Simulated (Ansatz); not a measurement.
# C2H2BrN, SMILES N=C=CBr: a rigid scan of one bond angle

Program: the Python package of Ansatz (0.2.0).

Script `run_bend.py`:
```python
import ansatz as az
from ase import Atoms

BASIS_SET = "def2-SVP"
XC = "cam_b3lyp"
FMAX = 0.02

atoms = Atoms(["N", "C", "C", "Br", "H", "H"], positions=[
    (0.9644, 0.5921, -1.1779),
    (0.2979, 0.3306, -0.2396),
    (-0.4042, 0.0145, 0.805),
    (-1.2353, -1.5612, 0.806),
    (0.838, -0.0749, -1.9503),
    (-0.4188, 0.6348, 1.7107),
])

first = az.Crystal.molecule_from_ase(atoms).calculation()
first = first.basis(gaussian=BASIS_SET)
first = first.functional(XC).relax(force_tolerance=FMAX, max_steps=80)
atoms.positions = first.run().report["positions_ang"]

rows = []
for angle in [90, 100, 110, 120, 135, 150, 165, 179]:
    bent = atoms.copy()
    bent.set_angle(1, 0, 4, angle, indices=[4])
    job = (
        az.Crystal.molecule_from_ase(bent).calculation()
        .basis(gaussian=BASIS_SET)
        .functional(XC)
    )
    rows.append((angle, job.run().report["free_energy_ev"]))
floor = min(e for _, e in rows)
for angle, e in rows:
    print(f"angle C1-N0-H4 = {angle:3d} deg   {1000 * (e - floor):9.1f} meV")
```

```console
$ python run_bend.py
angle C1-N0-H4 =  90 deg       426.4 meV
angle C1-N0-H4 = 100 deg       145.6 meV
angle C1-N0-H4 = 110 deg        13.3 meV
angle C1-N0-H4 = 120 deg         0.0 meV
angle C1-N0-H4 = 135 deg       131.0 meV
angle C1-N0-H4 = 150 deg       342.7 meV
angle C1-N0-H4 = 165 deg       530.7 meV
angle C1-N0-H4 = 179 deg       613.2 meV
```

The scan is rigid, and the energies are electronic, in a modest basis. The zero is the lowest point of the grid, which needn't be the minimum. Wall time of the script: 77 s on 1 thread of Arm Neoverse V1 (shared host), peak memory 0.27 GiB.
